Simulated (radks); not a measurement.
# Nb¹³⁺ in [Ne] 3s2 3p5.75 3d10 4s0.25: an all-electron calculation

Wanted: eigenvalues, radial structure and energy terms of the niobium ion Nb13+.

The numbers are computed with radks (a radial shooting solver on a logarithmic mesh, Libxc functionals) version 1 (Dirac Kohn-Sham, SOGGA, spin-unpolarised, spherical densities, finite nucleus; open shells fill j = l - 1/2 first), except any that are marked as measured or tabulated.

### 1 The system

```
element            : niobium (Z = 41)
charge             : +13
electrons          : 28
configuration      : [Ne] 3s2 3p5.75 3d10 4s0.25
nuclear rms radius : 4.324 fm
```

### 2 The run

The run's settings:

```text
Z 41
configuration [Ne] 3s2 3p5.75 3d10 4s0.25
relativity Dirac
functional sogga,pbe
spin unpolarised
j_filling energy
nucleus finite rms 4.324 fm
c 137.035999084
```

Q: Predict the outcome of this run.

**Answer**, as computed:

| quantity | value |
| --- | --- |
| total energy | -3757.79824 hartree |
| exchange-correlation share of it | 2.87 % |
| −T/E | 1.0355 |
| highest occupied level | 4s1/2, -282.12 eV |
| most extended occupied level | 4s1/2, <r> = 0.987 bohr |
| radius at density 0.001 e/bohr³ | 1.68 bohr |
| maxima of the radial density | 3 |

What this shows: 4 principal shells are occupied and 3 maxima appear in the radial density; where shells overlap, one shows as a shoulder or not at all. −T/E is 1.036: with relativity the kinetic term as defined here no longer equals −E. This is not the tabulated ground configuration, so its levels and sizes aren't those of the ground state, and no measured value stands beside it.
